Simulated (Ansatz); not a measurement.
Working through a phonon calculation by linear response of LaAl2, space group Fd-3m

With the Python package of Ansatz (0.2.0).

Interactive session:
```pycon
>>> from pathlib import Path
>>> import warnings
>>> import ansatz as az
>>> import numpy as np
>>> FUNCTIONAL = 'pbesol'
>>> SMEARING = 'methfessel_paxton'
>>> SIGMA = 0.15
>>> SCF_TOL = 1e-07
>>> KMESH = (8, 8, 8)
>>> warnings.simplefilter('ignore', az.DeckWarning)
>>> vectors = np.array([
...     [0.0, 4.064464, 4.064464],
...     [4.064464, 0.0, 4.064464],
...     [4.064464, 4.064464, 0.0],
... ])
>>> xtal = (
...     az.Lattice.of(vectors)
...     .atom('La', (0.0, 0.0, 0.0))
...     .atom('La', (0.25, 0.25, 0.25))
...     .atom('Al', (0.625, 0.625, 0.625))
...     .atom('Al', (0.125, 0.625, 0.625))
...     .atom('Al', (0.625, 0.125, 0.625))
...     .atom('Al', (0.625, 0.625, 0.125))
... )
>>> job = (
...     xtal.calculation()
...     .functional(FUNCTIONAL)
...     .pseudopotentials('paw')
...     .occupations(SMEARING, width=SIGMA)
...     .scf(tolerance=SCF_TOL)
...     .kpoints(*KMESH)
...     .phonons('dfpt', points=[(0, 0, 0), (0, 0, 0.5)])
... )
>>> result = job.run(threads=1, runs_dir='runs')

>>> ph = result.phonons
>>> for q in ph.qpoints:
...     thz = np.asarray(q.omega_inv_cm) / 33.35641
...     print('q = ({:.2f}, {:.2f}, {:.2f})'.format(*q.q_frac), np.round(thz, 2) + 0.0, 'THz')
...
q = (0.00, 0.00, 0.00) [0.   0.   0.   3.03 3.03 3.03 4.67 4.67 4.67 5.7  5.7  5.7  6.53 6.53
 7.28 7.28 7.28 9.26] THz
q = (0.00, 0.00, 0.50) [2.42 2.42 2.52 2.52 2.74 2.98 4.75 4.75 5.77 6.13 6.13 6.21 6.21 6.27
 6.93 6.93 7.05 8.88] THz
```

Notes:
- These settings explore the input space; cutoff and mesh may be short of convergence.
- The cell isn't relaxed first, so the values belong to this volume.
- The structure comes from a database of computed cells and needn't be a stable or known phase.
- The structure is taken as given; imaginary modes can come from an unrelaxed or unstable start. Phonons of metals also depend on mesh and smearing.
- The whole script took 8.6 min on 1 thread of Arm Neoverse V1, with other jobs on the host, peak memory 1.8 GiB.

(Lines on the test bed's own set-up are left out of the output.)
